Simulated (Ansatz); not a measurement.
# Ba2S: the cost of one run

Program: Ansatz 0.2.0. Level of theory: DFT PBE, scalar-relativistic, plane waves, PAW. These are calculated values, not measurements.

### Step 1. The starting structure

Symmetry: I4/mmm, No. 139, tetragonal system. The conventional cell has a = 5.438 Å, b = 5.438 Å, c = 6.477 Å, α = 90.00°, β = 90.00°, γ = 90.00°. Around Ba (site symmetry -4m2) lie 4 S at 3.16 Å and 2 Ba at 3.24 Å. S (site symmetry 4/mmm) is surrounded by 8 Ba at 3.16 Å.

Coordinates:

```xyz
3
Lattice="-2.7192 2.7192 3.2387 2.7192 -2.7192 3.2387 2.7192 2.7192 -3.2387" Properties=species:S:1:pos:R:3 pbc="T T T"
Ba    0.0000    2.7192    1.6193
Ba    2.7192    0.0000    1.6193
S     0.0000    0.0000    0.0000
```

The cell is invented: random cell by space group and Wyckoff sites (I4/mmm, No. 139). The dimensions are guesses.

### Step 2. Probe: one point on a coarse mesh

File input.yaml:

```yaml
crystal:
  lattice:
    - [-2.71923605, 2.71923605, 3.23869053]
    - [2.71923605, -2.71923605, 3.23869053]
    - [2.71923605, 2.71923605, -3.23869053]
  atoms:
    - { symbol: Ba, position: [0.75, 0.25, 0.5] }
    - { symbol: Ba, position: [0.25, 0.75, 0.5] }
    - { symbol: S, position: [0.0, 0.0, 0.0] }
basis:
  ecutwfc: 420
kpoints:
  mp_grid: { grid: [4, 4, 4] }
hamiltonian:
  xc: pbe
scf:
  occupations: { method: gaussian, width: 0.1 }
  lower_state_search: "off"
output:
  forces: true
  stress: true
  eigenvalues: true
```

On the command line:

```console
$ ansatz run input.yaml --threads 1 --pin off --max-ram 2048MiB --backend cpu --events-out ev --progress --plain --runs-dir out
```

Q: Estimate wall time and peak memory on 1 thread of Intel Xeon Platinum 8488C (Sapphire Rapids), shared host.

About 2 s, with a peak of 0.41 GiB.
